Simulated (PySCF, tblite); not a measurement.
**C₅H₇ClF₂Si: geometry, infrared bands and NMR shifts**

Wanted: the infrared bands and NMR shifts of C₅H₇ClF₂Si (`FC(F)[C@H]1C=C1[SiH2]CCl`), by calculation.

Computed with tblite 0.8.0 and PySCF 2.14.0, with density-fitted response routines of our own, on a single molecule in the gas phase. Atoms count from 0, in the outputs and in this text.

**1. Starting geometry**

16 atoms, charge 0, multiplicity 1; geometry from: force field or distance geometry start.

Bonds of the start (Å): F0–C1 1.37, C1–F2 1.37, C1–C3 1.49, C3–C4 1.41, C4–C5 1.30, C5–Si6 1.70, Si6–C7 1.85, C7–Cl8 1.79, C5–C3 1.44, C1–H9 1.09, C3–H10 1.08, C4–H11 1.07, Si6–H12 1.48, Si6–H13 1.48, C7–H14 1.09, C7–H15 1.10.

**2. Geometry optimisation with GFN2-xTB**

Job settings and geometry (Å):

```
{"job": {"kind": "relax", "xc": "GFN2-xTB", "basis": "xTB"}, "charge": 0, "multiplicity": 1}
F      3.221900    -1.002700     0.393800
C      1.861100    -0.921100     0.231700
F      1.332200    -1.273800     1.442600
C      1.491200     0.487600    -0.067600
C      1.191200     0.927200    -1.377200
C      0.181400     0.816900    -0.572500
Si    -1.468100     0.905100    -0.153500
C     -2.131800    -0.586100     0.706700
Cl    -1.951300    -2.024000    -0.342700
H      1.549300    -1.655900    -0.508400
H      1.953100     1.182800     0.615400
H      1.557500     1.165200    -2.350400
H     -2.293000     1.189100    -1.346800
H     -1.684900     2.071800     0.736100
H     -1.612500    -0.790100     1.638800
H     -3.204900    -0.483000     0.942600
```

Run with:

```console
$ OMP_NUM_THREADS=1 python probes_run.py task.json out
```

One launch serves the whole session: the jobs run in the order shown.

**Question.** This job is followed by: GFN2-xTB harmonic vibrations, gas phase; GIAO PBE0/pcSseg-1 NMR shielding, non-relativistic, gas phase. What will the session give for the following? strongest single infrared mode (GFN2-xTB); zero-point energy (GFN2-xTB); 13C shifts against TMS (PBE0/pcSseg-1); 1H shifts against TMS (PBE0/pcSseg-1); 19F shifts against CFCl3 (PBE0/pcSseg-1); 29Si shifts against TMS (PBE0/pcSseg-1); 35Cl shifts against HCl (PBE0/pcSseg-1).

The runs gave:

| quantity | value |
| --- | --- |
| strongest single infrared mode (GFN2-xTB) | 2256 cm⁻¹, 311 km/mol |
| zero-point energy (GFN2-xTB) | 64.1 kcal/mol |
| 13C shifts against TMS (PBE0/pcSseg-1) | 139.9, 129.6, 122.5, 31.0, 23.9 ppm |
| 1H shifts against TMS (PBE0/pcSseg-1) | 8.30, 5.50, 4.87, 4.74, 3.65, 3.14, 1.79 ppm |
| 19F shifts against CFCl3 (PBE0/pcSseg-1) | -131.5, -132.0 ppm |
| 29Si shifts against TMS (PBE0/pcSseg-1) | -52.7 ppm |
| 35Cl shifts against HCl (PBE0/pcSseg-1) | 36 ppm |

In words: The optimisation took 64 steps and gained 0.737 eV; among the close pairs (by a distance rule), C5–Si6 changed most, from 1.704 to 1.860 Å. No mode is imaginary among the 42: a minimum at this level. The strongest single mode, at 2256 cm⁻¹, moves mainly H13. GFN2-xTB is a fitted tight-binding method: band positions and strengths are rough. Its intensities can rank the bands wrongly.
